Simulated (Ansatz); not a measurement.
Predict the output of the script below (Ansatz's Python interface).

`ecut.py`
```python
# -*- coding: utf-8 -*-
'''Convergence of Li3Pb with the plane-wave cutoff.'''

import csv

import ansatz as az
from pymatgen.core import Lattice, Structure
from pymatgen.io.ase import AseAtomsAdaptor

pmg_structure = Structure(
    Lattice([(0.0, 3.3435, 3.3435), (3.3435, 0.0, 3.3435), (3.3435, 3.3435, 0.0)]),
    ['Li', 'Li', 'Li', 'Pb'],
    [
        (0.5, 0.5, 0.5),
        (0.25, 0.25, 0.25),
        (0.75, 0.75, 0.75),
        (0.0, 0.0, 0.0),
    ],
)
system = az.Crystal.from_ase(AseAtomsAdaptor.get_atoms(pmg_structure))

model = (
    system.calculation()
    .functional('r2scan')
    .kpoints(4, 4, 4)
    .occupations(az.OccupationsMethod.FERMI_DIRAC, width=0.1)
    .scf(tolerance=1e-07, max_iterations=150)
    .stress()
)

rows = []
for value in [250, 300, 350, 400]:
    r = model.basis(value).run(threads=1).report
    rows.append((value, r['free_energy_ev'] / len(r['lattice']['sites']), r['n_iterations'], sum(r['stress_gpa'][i][i] for i in range(3)) / 3, r['n_pw']))

with open('ecut.csv', 'w', newline='') as handle:
    writer = csv.writer(handle)
    writer.writerow(['cutoff (eV)', 'F/atom (eV)', 'iterations', 'P (GPa)', 'plane waves'])
    writer.writerows([round(v, 5) if isinstance(v, float) else v for v in row] for row in rows)

# the last row is the reference
for row in rows[:-1]:
    shift = 1000 * (row[1] - rows[-1][1])
    print(f'{row[0]}: {shift:+.2f} meV/atom' + ('  (within 1 meV)' if abs(shift) < 1 else ''))
```

Output of `python ecut.py`:
```text
DeckWarning: basis.ecutwfc = 250 eV is below the records' recommended 500 eV, and the density's cutoff is lower with it unless basis.ecutrho_ratio is high enough to keep the records' density cutoff: compare with a run at a higher cutoff
DeckWarning: output.stress: scf.convergence.dr2_threshold = 1e-7 eV (the SCF's general default) is looser than the 4e-10 eV advised for a printed stress (1e-10 eV for each atom of the cell: 4). What an SCF threshold leaves in a stress goes as its square root, and in the free energy as the threshold itself, and one [...]
DeckWarning: basis.ecutwfc = 300 eV is below the records' recommended 500 eV, and the density's cutoff is lower with it unless basis.ecutrho_ratio is high enough to keep the records' density cutoff: compare with a run at a higher cutoff
DeckWarning: basis.ecutwfc = 350 eV is below the records' recommended 500 eV, and the density's cutoff is lower with it unless basis.ecutrho_ratio is high enough to keep the records' density cutoff: compare with a run at a higher cutoff
DeckWarning: basis.ecutwfc = 400 eV is below the records' recommended 500 eV, and the density's cutoff is lower with it unless basis.ecutrho_ratio is high enough to keep the records' density cutoff: compare with a run at a higher cutoff
250: +204.92 meV/atom
300: +18.67 meV/atom
350: +1.02 meV/atom
```
(Warnings from the package without file and line, shortened.)

`ecut.csv`, as written:
```csv
cutoff (eV),F/atom (eV),iterations,P (GPa),plane waves
250,-3134.27129,7,-0.35298,645
300,-3134.45754,8,-0.46971,893
350,-3134.47519,8,-0.44502,1139
400,-3134.47621,8,-0.44855,1363
```

Reading the output:
- The mesh is modest for a metal, so energies can be off by several to tens of meV an atom and pressures by half a GPa or more; differences at equal mesh fare better.
- Pressure is positive in compression.
- Spin-orbit coupling, which matters for elements this heavy, is left out.
- The starting cell is as deposited in a crystallographic database; the results hold for this polymorph, which needn't be the stable one.
- Shifts are counted from the last row, which is itself no proven limit.
- Cost: roughly 3 core-seconds.

(A comment or docstring line of the script was reworded after the run, the code is as it ran; lines on the test bed's own set-up are left out of the output.)
